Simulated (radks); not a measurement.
# Ionisation of Bi²⁺: one atom, several choices of exchange strength α

The task here is to estimate one member of a computed series from the others.

Method: scalar-relativistic Kohn-Sham, spin-polarised, spherical densities, finite nucleus; open shells are filled with parallel spins first. Code: radks (a radial shooting solver on a logarithmic mesh, Libxc functionals) version 1.

## What is computed

| Quantity | Value |
| --- | --- |
| element | bismuth (Z = 83) |
| charge | +2 |
| electrons | 81 |
| configuration | [Hg] 6p1 |
| ion | Bi³⁺, [Hg] |
| choices | α = 0.667; α = 0.734; α = 0.761; α = 0.885; α = 0.918 |

Outer shells as boxes (Hund's rule):

Bi²⁺
```
[Hg] core
6p [↑ ][  ][  ]
```

Bi³⁺
```
[Xe] core
4f [↑↓][↑↓][↑↓][↑↓][↑↓][↑↓][↑↓]
5d [↑↓][↑↓][↑↓][↑↓][↑↓]
6s [↑↓]
```

Set-up of the first run:

Input:

```text
Z 83
configuration [Hg] 6p1
relativity scalar-relativistic
functional xalpha 0.667
spin polarised
nucleus finite rms 5.5211 fm
c 137.035999084
```

Steps of the session up to this table: α = 0.667: Bi²⁺.

One of the session's tables, all rows but one given; the rest of the session is left out.

It belongs to the step «α = 0.667: Bi²⁺». From the orbitals of this run (lengths in bohr):

| level | <r> | outermost maximum (interpolated) | 90 % within | nodes |
| --- | --- | --- | --- | --- |
| 5p up | 0.9479 | 0.859 | 1.37 | 3 |
| 5p down | 0.9474 | 0.859 | 1.36 | 3 |
| 5d up | 1.233 | 1.03 | 1.85 | 2 |
| 5d down | 1.226 | 1.03 | 1.84 | 2 |
| 6s up | ? | ? | ? | ? |
| 6s down | 2.064 | 1.83 | 2.97 | 5 |
| 6p up | 2.639 | 2.30 | 3.83 | 4 |
| 6p down | 2.624 | 2.28 | 3.83 | 4 |

**Question.** Estimate the row for 6s up.

As computed: <r>: 2.085; outermost maximum (interpolated): 1.85; 90 % within: 3.00; nodes: 5. In the column «<r>» it lies between 6s down (2.064) and 6p down (2.624).

To keep in mind: Open shells are spherical and high-spin; term and fine-structure splittings are not resolved.
